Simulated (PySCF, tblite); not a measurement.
**CH₁₃NSi₄: a rotation path, then NMR shifts on frames**

Aim: move CH₁₃NSi₄ (`[SiH3]C[SiH2]N([SiH3])[SiH3]`) away from its starting geometry and see how NMR shifts follow the geometry.

Computed with tblite 0.8.0 and PySCF 2.14.0, with density-fitted response routines of our own, on a single molecule in the gas phase. Atoms count from 0, in the outputs and in this text.

### 1 The starting structure

19 atoms, charge 0, multiplicity 1; geometry from: GFN2-xTB.

Bonds of the start (Å): Si0–C1 1.89, C1–Si2 1.89, Si2–N3 1.75, N3–Si4 1.74, N3–Si5 1.74, Si0–H6 1.46, Si0–H7 1.47, Si0–H8 1.46, C1–H9 1.09, C1–H10 1.09, Si2–H11 1.47, Si2–H12 1.47, Si4–H13 1.46, Si4–H14 1.47, Si4–H15 1.46, Si5–H16 1.47, Si5–H17 1.47, Si5–H18 1.46.

### 2 A band between two rotamers with GFN2-xTB

The job: settings as JSON, then the geometry in Å.

```
{"job": {"kind": "neb", "xc": "GFN2-xTB", "basis": "xTB", "atoms": [0, 1, 2, 3], "turn": 120}, "charge": 0, "multiplicity": 1}
Si     3.241619    -0.438322     0.680789
C      1.476143    -0.718320     0.063009
Si     0.272262     0.639565     0.586331
N     -1.349958     0.291090     0.041546
Si    -2.502588     1.587519     0.202678
Si    -1.758053    -1.248112    -0.668983
H      3.763948     0.828109     0.164719
H      4.105702    -1.529605     0.215173
H      3.265918    -0.412543     2.144164
H      1.485911    -0.793190    -1.023638
H      1.120963    -1.680543     0.428645
H      0.684550     1.924278     0.003872
H      0.241059     0.757758     2.051604
H     -3.839229     1.016452     0.070800
H     -2.258484     2.583785    -0.844514
H     -2.326942     2.196604     1.521027
H     -1.003306    -1.435135    -1.912473
H     -1.439410    -2.315525     0.284398
H     -3.189911    -1.244614    -0.955953
```

Level: GFN2-xTB climbing-image nudged elastic band, gas phase.

The run is started by

```
OMP_NUM_THREADS=1 python probes_run.py task.json out
```

The driver reads the jobs from task.json and runs them one after another.

What it wrote:

```text
image   E - E0 / eV
  0       0.0000
  1       0.0133
  2       0.0378
  3       0.0507
  4       0.0345
  5       0.0284
  6       0.0037
  7       0.0078
  8      -0.0385
```

Run time: 18 s. Hardware: 1 thread of Arm Neoverse N1, shared host; peak memory 0.19 GiB.

The final band, with the dihedral Si0–C1–Si2–N3:

```tsv
image	dihedral (°)	energy (eV)	energy (kcal/mol)
0	-178	0.000	0.0
1	-161	0.013	0.3
2	-144	0.038	0.9
3	-127	0.051	1.2
4	-107	0.034	0.8
5	-82	0.028	0.7
6	-62	0.004	0.1
7	-35	0.008	0.2
8	-48	-0.039	-0.9
```

### 3 NMR shieldings: image 0, PBE0/pcSseg-1

The job: settings as JSON, then the geometry in Å.

```
{"job": {"kind": "nmr", "xc": "PBE0", "basis": "pcSseg-1", "pop": false}, "charge": 0, "multiplicity": 1}
Si     3.241600    -0.438300     0.680800
C      1.476100    -0.718300     0.063000
Si     0.272300     0.639600     0.586300
N     -1.350000     0.291100     0.041500
Si    -2.502600     1.587500     0.202700
Si    -1.758100    -1.248100    -0.669000
H      3.763900     0.828100     0.164700
H      4.105700    -1.529600     0.215200
H      3.265900    -0.412500     2.144200
H      1.485900    -0.793200    -1.023600
H      1.121000    -1.680500     0.428600
H      0.684600     1.924300     0.003900
H      0.241100     0.757800     2.051600
H     -3.839200     1.016500     0.070800
H     -2.258500     2.583800    -0.844500
H     -2.326900     2.196600     1.521000
H     -1.003300    -1.435100    -1.912500
H     -1.439400    -2.315500     0.284400
H     -3.189900    -1.244600    -0.956000
```

Method: GIAO PBE0/pcSseg-1 NMR shielding, non-relativistic, gas phase.

What it wrote:

```text
coarse grid: 16704 points
cycle   1  E = -1257.9399030164  dE =  8.810e-02  |g| = 5.397e-01  |ddm| = 3.860e+00
cycle   2  E = -1257.8660561191  dE =  7.385e-02  |g| = 7.706e-01  |ddm| = 1.110e+00
cycle   3  E = -1258.0008937233  dE = -1.348e-01  |g| = 9.194e-02  |ddm| = 7.839e-01
cycle   4  E = -1258.0025906854  dE = -1.697e-03  |g| = 3.374e-02  |ddm| = 1.127e-01
cycle   5  E = -1258.0028645575  dE = -2.739e-04  |g| = 8.557e-03  |ddm| = 3.592e-02
cycle   6  E = -1258.0028831797  dE = -1.862e-05  |g| = 9.616e-04  |ddm| = 1.058e-02
cycle   7  E = -1258.0028834236  dE = -2.439e-07  |g| = 2.509e-04  |ddm| = 1.489e-03
final grid: 139744 points
cycle   8  E = -1258.0325184528  dE = -1.664e-05  |g| = 6.032e-03  |ddm| = 2.031e-02
cycle   9  E = -1258.0325093495  dE =  9.103e-06  |g| = 8.681e-03  |ddm| = 1.259e-02
cycle  10  E = -1258.0325267445  dE = -1.739e-05  |g| = 7.620e-04  |ddm| = 7.661e-03
cycle  11  E = -1258.0325268553  dE = -1.108e-07  |g| = 2.712e-04  |ddm| = 8.594e-04
cycle  12  E = -1258.0325268725  dE = -1.729e-08  |g| = 4.037e-05  |ddm| = 2.671e-04
cycle  13  E = -1258.0325268729  dE = -4.045e-10  |g| = 1.219e-05  |ddm| = 5.805e-05
converged SCF energy = -1258.0325268729

GIAO shielding tensors (ppm)
atom      isotropic    diamagn.    paramagn.     s11        s22        s33       span
  0 Si     427.765     878.867    -451.103    405.192    406.481    471.620     66.428
  1 C      196.556     262.562     -66.006    194.268    195.784    199.618      5.350
  2 Si     374.664     883.452    -508.788    325.201    369.385    429.406    104.205
  3 N      279.383     333.491     -54.107    266.339    273.573    298.239     31.900
  4 Si     395.117     879.854    -484.738    346.982    365.879    472.489    125.508
  5 Si     398.048     881.174    -483.125    353.038    375.503    465.605    112.568
  6 H       27.821      28.266      -0.445     24.140     26.203     33.120      8.980
  7 H       27.531      27.582      -0.051     23.810     25.332     33.451      9.641
  8 H       27.788      28.233      -0.445     24.183     26.158     33.023      8.840
  9 H       31.349      35.036      -3.687     25.573     30.209     38.266     12.693
 10 H       31.313      34.776      -3.463     25.309     30.459     38.170     12.861
 11 H       26.788      32.255      -5.468     22.419     26.717     31.227      8.807
 12 H       26.758      32.089      -5.331     22.407     26.445     31.423      9.016
 13 H       26.933      29.252      -2.319     23.226     25.702     31.872      8.646
 14 H       26.912      29.213      -2.302     23.087     24.892     32.756      9.669
 15 H       26.955      29.061      -2.106     23.322     25.269     32.273      8.951
 16 H       26.907      31.180      -4.273     23.137     25.509     32.075      8.939
 17 H       26.875      31.003      -4.128     23.126     25.348     32.150      9.023
 18 H       26.989      30.433      -3.444     23.374     25.874     31.717      8.343
```

It took 49 s on 1 thread of Arm Neoverse N1, shared host; peak memory 0.9 GiB.

The references, computed at this level on geometries of the same kind, shield at (ppm): 1H TMS 31.72, 13C TMS 186.9, 29Si TMS 349.2, 15N NH3 267.7. Their shielding less the atom's gives the shift. The references are single molecules in the gas phase, so shifts against H2O, NH3, PH3, H3PO4 or CFCl3 are not on the usual liquid scales and can be off by tens of ppm. Each atom is listed at this fixed geometry, with no averaging over motion; a spectrum would average atoms that exchange fast.

```tsv
atoms	environment	σ (ppm)	δ (ppm)
C1	sp3 CH2 bonded to 2 Si	196.6	-9.6
H12	hydrogen on a silicon bonded to C, N	26.76	4.96
H11	hydrogen on a silicon bonded to C, N	26.79	4.93
H17	hydrogen on a silicon bonded to N	26.87	4.84
H16	hydrogen on a silicon bonded to N	26.91	4.81
H14	hydrogen on a silicon bonded to N	26.91	4.81
H13	hydrogen on a silicon bonded to N	26.93	4.78
H15	hydrogen on a silicon bonded to N	26.95	4.76
H18	hydrogen on a silicon bonded to N	26.99	4.73
H7	hydrogen on a silicon bonded to C	27.53	4.19
H8	hydrogen on a silicon bonded to C	27.79	3.93
H6	hydrogen on a silicon bonded to C	27.82	3.90
H10	hydrogen on an sp3 CH2 bonded to 2 Si	31.31	0.40
H9	hydrogen on an sp3 CH2 bonded to 2 Si	31.35	0.37
Si2	silicon bonded to C, N, 2 H	374.7	-25.5
Si4	silicon bonded to N, 3 H	395.1	-46.0
Si5	silicon bonded to N, 3 H	398.0	-48.9
Si0	silicon bonded to C, 3 H	427.8	-78.6
N3	nitrogen bonded to 3 Si	279.4	-11.7
```

### 4 Shielding tensors: image 1, PBE0/pcSseg-1

The job: settings as JSON, then the geometry in Å.

```
{"job": {"kind": "nmr", "xc": "PBE0", "basis": "pcSseg-1", "pop": false}, "charge": 0, "multiplicity": 1}
Si     3.196200    -0.524500     0.782200
C      1.524700    -0.609700    -0.100000
Si     0.301300     0.723400     0.447200
N     -1.339900     0.303000     0.023400
Si    -2.518800     1.571800     0.215400
Si    -1.749800    -1.284400    -0.569800
H      3.820400     0.782600     0.571700
H      4.084400    -1.566600     0.253300
H      3.018700    -0.750600     2.217800
H      1.682100    -0.529500    -1.174700
H      1.094600    -1.595200     0.069200
H      0.633800     1.994700    -0.211600
H      0.344100     0.908000     1.905200
H     -3.845400     0.964300     0.174300
H     -2.360700     2.544600    -0.869500
H     -2.288200     2.223300     1.505000
H     -1.075900    -1.519000    -1.850900
H     -1.333500    -2.289600     0.414600
H     -3.197900    -1.337200    -0.749500
```

With the program's defaults for keys left out, this is: GIAO PBE0/pcSseg-1 NMR shielding, non-relativistic, gas phase.

What it wrote:

```text
coarse grid: 16704 points
cycle   1  E = -1257.9392759604  dE =  8.759e-02  |g| = 5.388e-01  |ddm| = 3.863e+00
cycle   2  E = -1257.8657243069  dE =  7.355e-02  |g| = 7.693e-01  |ddm| = 1.111e+00
cycle   3  E = -1258.0000462073  dE = -1.343e-01  |g| = 9.213e-02  |ddm| = 7.851e-01
cycle   4  E = -1258.0017511327  dE = -1.705e-03  |g| = 3.374e-02  |ddm| = 1.134e-01
cycle   5  E = -1258.0020251992  dE = -2.741e-04  |g| = 8.558e-03  |ddm| = 3.594e-02
cycle   6  E = -1258.0020438350  dE = -1.864e-05  |g| = 9.597e-04  |ddm| = 1.058e-02
cycle   7  E = -1258.0020440791  dE = -2.440e-07  |g| = 2.512e-04  |ddm| = 1.508e-03
final grid: 139744 points
cycle   8  E = -1258.0319275554  dE = -1.756e-05  |g| = 5.667e-03  |ddm| = 1.991e-02
cycle   9  E = -1258.0319192982  dE =  8.257e-06  |g| = 8.213e-03  |ddm| = 1.189e-02
cycle  10  E = -1258.0319348066  dE = -1.551e-05  |g| = 7.136e-04  |ddm| = 7.298e-03
cycle  11  E = -1258.0319348992  dE = -9.256e-08  |g| = 2.713e-04  |ddm| = 8.010e-04
cycle  12  E = -1258.0319349167  dE = -1.754e-08  |g| = 3.381e-05  |ddm| = 2.566e-04
cycle  13  E = -1258.0319349170  dE = -2.783e-10  |g| = 1.059e-05  |ddm| = 5.190e-05
converged SCF energy = -1258.0319349170

GIAO shielding tensors (ppm)
atom      isotropic    diamagn.    paramagn.     s11        s22        s33       span
  0 Si     427.042     878.918    -451.876    398.511    412.657    469.957     71.446
  1 C      196.991     262.172     -65.182    191.106    197.473    202.393     11.287
  2 Si     375.009     883.411    -508.401    325.579    370.238    429.211    103.632
  3 N      279.307     333.596     -54.289    265.978    274.472    297.472     31.494
  4 Si     395.149     879.803    -484.654    346.606    365.733    473.108    126.501
  5 Si     397.650     881.160    -483.510    352.534    375.686    464.729    112.195
  6 H       27.865      28.220      -0.355     24.208     26.173     33.213      9.005
  7 H       27.535      27.657      -0.122     23.822     25.312     33.471      9.649
  8 H       27.748      28.455      -0.707     24.173     26.197     32.875      8.703
  9 H       31.345      34.306      -2.962     25.971     29.544     38.520     12.549
 10 H       31.331      35.290      -3.958     24.984     30.569     38.441     13.458
 11 H       26.763      32.075      -5.311     22.592     26.408     31.290      8.698
 12 H       26.820      32.174      -5.354     22.365     26.709     31.387      9.022
 13 H       26.931      29.229      -2.298     23.235     25.709     31.849      8.614
 14 H       26.913      29.119      -2.205     23.089     24.876     32.775      9.685
 15 H       26.960      29.066      -2.106     23.310     25.285     32.285      8.975
 16 H       26.896      31.135      -4.238     23.201     25.370     32.118      8.916
 17 H       26.851      31.091      -4.240     23.108     25.357     32.089      8.981
 18 H       26.980      30.441      -3.461     23.373     25.862     31.705      8.332
```

It took 47 s on 1 thread of Arm Neoverse N1, shared host; peak memory 0.93 GiB.

This run: δ C1 -10.1, Si2 -25.9, Si4 -46.0, Si5 -48.5, H11 4.95, H12 4.90 ppm.

[end of part 1 of 2]
